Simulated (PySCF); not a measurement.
# MoO₃: rigid scans about the minimum

How stiff is MoO₃ (singlet) against rigid distortions? The scans start from its PBE minimum.

Method: PBE, basis Mo def2-TZVP with ECP28, O def2-TZVP, scalar-relativistic core potentials, no spin–orbit coupling, density fitting; program: PySCF 2.14.0.

### 1 Where the work starts

4 atoms, charge 0, spin multiplicity 1.

Bond lengths: Mo1–O2 1.717 Å, Mo1–O3 1.717 Å, Mo1–O4 1.717 Å. Angles: O2–Mo1–O3 108.9°, O2–Mo1–O4 108.9°, O3–Mo1–O4 108.9°.

```xyz
4
charge 0 multiplicity 1
Mo    0.0000   -0.1928    0.0000
O    -0.0001    0.3945    1.6132
O     1.3971    0.3945   -0.8065
O    -1.3970    0.3945   -0.8066
```

### 2 Fields at the lowest minimum

The plane holds Mo1 at (0.00, 0.00), O2 at (1.72, 0.00), O3 at (-0.56, 1.62) Å. Columns run from x = -2.55 to 4.05 Å, rows from y = 4.05 (top) to -1.95 Å, in steps of 0.3 Å. Electrons inside core potentials are absent.

Density (cut at 5 e/Å³):

Ten steps from '0' (0.000 e/Å³) to '9' (5.000 e/Å³), finer at the low end (step k begins (100^(k/10) - 1)/99 of the way up):
```
00000000000000000000000
00000000000000000000000
00000000000000000000000
00000000000000000000000
00000112110000000000000
00012344321000000000000
00013577642100000000000
00125799853100000000000
00135899964210000000000
00125899964211111000000
00124688764333332100000
00013467886545654210000
00012469999768986420000
00012489559879998520000
00012489559879998520000
00002369999768986420000
00001246886545654210000
00001234443333332100000
00000112221111111000000
00000011110000000000000
00000000000000000000000
```

ELF (0 where the density is under 0.005 e/Å³):

Ten even steps from '0' (0.00) to '9' (0.93):
```
00000000000000000000000
00000000000000000000000
00000000000000000000000
00001122210000000000000
00012455532000000000000
00135788764100000000000
00257999975200000000000
01368987986200000000000
01468919886200001000000
01368963874101233210000
01357888632124666421000
00124433453147888641000
00011147888358899852000
00000279008567239963100
00000289008467239863000
00000158898358899852000
00000125785248888641000
00011111221136766420000
00011111000013443210000
00001111000001221000000
00000110000000000000000
```

Lowest empty orbital at -5.45 eV (sign arbitrary; one member if degenerate):

Ten even steps from '0' (-0.50 Å^-3/2) to '9' (0.22 Å^-3/2):
```
66666666666666666666666
66666666666666666666666
66666666666666666666666
66666666666666666666666
66666666666666666666666
66666666666666666666666
66766655566666666666666
77777653456666666666666
77777784466666666666666
77777887666776666666666
77777776677776666666666
77777765567776556666666
77777642267766445666666
77777630464566435666666
77777752541467966666666
77788875301467876666666
77788888645677777666666
77788999877777777766666
77788898887777777766666
77778888887777777766666
77777888877777777766666
```

Making the fields took 1.7 s on 2 threads of Arm Neoverse V2, shared host.

### 3 Breathing scan

One driver script runs all scans and calls PySCF for each point, on a (75, 302) grid.

Run with:

```console
> OMP_NUM_THREADS=2 python axn.py task.json out
```

A rigid scan with PBE: all bonds to the central atom are scaled together. Each point starts from its neighbour's orbitals, and energies count from the minimum.

```tsv
scale of all bonds to the centre	energy (kJ/mol)	dipole size (D)
0.88	476.5	4.68
0.92	186.3	4.81
0.96	41.0	4.91
1.00	0.0	4.98
1.04	32.0	5.04
1.08	113.7	5.08
1.14	292.3	5.13
1.22	577.4	5.18
1.35	1042.1	5.24
```

The scan took 75 s.

### 4 Stretching one bond

A rigid scan with PBE: the bond from Mo to the last atom (O) is scaled and the rest held.

```tsv
scale of one bond	energy (kJ/mol)	dipole size (D)
0.92	53.2	5.01
0.96	11.8	4.97
1.00	0.0	4.98
1.05	14.0	5.02
1.12	66.3	5.12
1.20	147.9	5.24
1.35	309.6	5.38
1.55	486.9	5.38
1.80	635.0	5.23
2.20	764.0	5.55
```

The scan took 3.2 min.

A restricted determinant lies too high at long bonds, where the pair should uncouple.

### 5 Umbrella curve

A rigid scan with PBE: angle between each bond and the threefold axis, bonds fixed.

```tsv
angle of the bonds to the threefold axis (°)	energy (kJ/mol)	dipole size (D)
55	140.4	6.35
60	53.4	6.05
65	11.3	5.62
70	0.0	4.98
75	7.8	4.08
80	24.4	2.90
85	39.5	1.51
90	45.6	0.00
```

The scan took 22 s.

### 6 Summary of results

```
                quantity         value
    all bonds 4 % longer   32.0 kJ/mol
    one bond 20 % longer  147.9 kJ/mol
planar shape, bonds held   45.6 kJ/mol
```

In words: The well is lopsided, 41.0 kJ/mol for 4 % shorter bonds against 32.0 for 4 % longer ones. Held rigid otherwise, the planar shape costs 46 kJ/mol. The stability of the closed-shell solution was not tested.
